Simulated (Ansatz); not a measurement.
**InH2+ (triplet): the correlation ladder at distance In1–H2 = 6.578 Å, def2-TZVPP**

Aim: climb from Hartree-Fock through coupled cluster and multireference methods for InH2+ (triplet) at one geometry and basis, and see what each rung misses.

Method: def2-TZVPP, core rule «outside noble gas», up to 9 orbitals frozen; program: Ansatz 0.2.0, Gaussian basis.

The runs, in order: UHF; CCSD(T) on ROHF; CCSD(T) on UHF; BCCD(T) on ROHF; CCSDT(Q) on ROHF; CCSDT(Q) on UHF; CASSCF and NEVPT2, 4 electrons in 4 orbitals; CASSCF and MRCISD+Q, 4 electrons in 6 orbitals; CASSCF and NEVPT2, 4 electrons in 6 orbitals; Full CI.

21 further runs of the same task are left out: 15 that didn't finish, 6 set aside as unsound or not needed.

## Step 1: The system

The geometry derives from a PBE0/def2-TZVP stationary point (not a proven minimum). One bond is set to the value named and the two fragments are kept rigid. No spin-orbit coupling is included. Elements past krypton take def2 core potentials.

3 atoms, charge 1, spin multiplicity 3.

Atoms are counted from 1 here; the program's logs count them from 0.

Bond lengths: In1–H3 1.966 Å.

## Step 2: UHF

in.yaml reads:

```yaml
crystal:
  periodic: [false, false, false]
  atoms:
    - {symbol: In, position_ang: [0.000000, -0.023132, -0.059973]}
    - {symbol: H, position_ang: [0.000000, 3.801506, 5.291870]}
    - {symbol: H, position_ang: [0.000000, -1.166425, 1.539845]}
basis:
  gaussian: {orbitals: def2-TZVPP}
total_charge: 1
magnetization: {spin_polarized: true, initial_magnetization: 2}
hamiltonian: {xc: hf}
output: {orbitals: {seedname: orbitals}}
```

Command:

```sh
$ ansatz run in.yaml --threads 1 --pin off --events-out ev --progress --plain --max-ram 2393MiB
```

After this run come: CCSD(T) on ROHF; CCSD(T) on UHF; BCCD(T) on ROHF; CCSDT(Q) on ROHF; CCSDT(Q) on UHF; CASSCF and NEVPT2, 4 electrons in 4 orbitals; CASSCF and MRCISD+Q, 4 electrons in 6 orbitals; CASSCF and NEVPT2, 4 electrons in 6 orbitals; Full CI.

Q: Predict the results of all the runs planned. Wanted: FCI below the RHF energy; RMP2 from FCI; UMP2 from FCI; RCCSD from FCI; RCCSD(T) from FCI; UCCSD(T) from FCI; RCCSDT(Q) from FCI; UCCSDT(Q) from FCI; NEVPT2 pair from FCI.

**Answer**, as computed:

```
                         quantity                                                                                                              value
         FCI below the RHF energy                                                                                                         -1.4510 eV
                    RMP2 from FCI                                                                                                     +9.30 kcal/mol
                    UMP2 from FCI                                                                                                     +8.54 kcal/mol
                   RCCSD from FCI                                                                                                     +0.47 kcal/mol
                RCCSD(T) from FCI                                                                                                     +0.08 kcal/mol
                UCCSD(T) from FCI                                                                                                     -0.27 kcal/mol
               RCCSDT(Q) from FCI                                                                                                     -0.04 kcal/mol
               UCCSDT(Q) from FCI                                                                                                     -0.38 kcal/mol
             NEVPT2 pair from FCI                                                                                                     +6.39 kcal/mol
          NEVPT2 valence from FCI                                                                                                     +2.29 kcal/mol
        MRCISD+Q valence from FCI                                                                                                     +0.09 kcal/mol
levels within 1 kcal/mol (43 meV)  RCCSD, UCCSD, RCCSD(T), UCCSD(T), BCCD(T), RCCSDT, UCCSDT, RCCSDT(Q), UCCSDT(Q), MRCISD valence, MRCISD+Q valence
                    T1 diagnostic                                                                                                              0.058
   effectively unpaired electrons                                                                                                               2.04
```

In words: RCCSD(T) lands +0.08 kcal/mol from the yardstick (0.3 % of the correlation energy). UCCSD(T), UCCSDT, UCCSDT(Q) fall below full CI: unrestricted runs freeze a spin-polarised core, another one than full CI's, and coupled cluster isn't variational. The occupations are near whole numbers, but T1 = 0.058 shows that the orbitals relax strongly. Of the multireference levels listed MRCISD+Q valence comes nearest in total energy (+0.09 kcal/mol), which doesn't show that its space is the better one. These misses are within one basis, not against nature; the frozen cores of restricted and unrestricted runs differ, which can shift their rows.
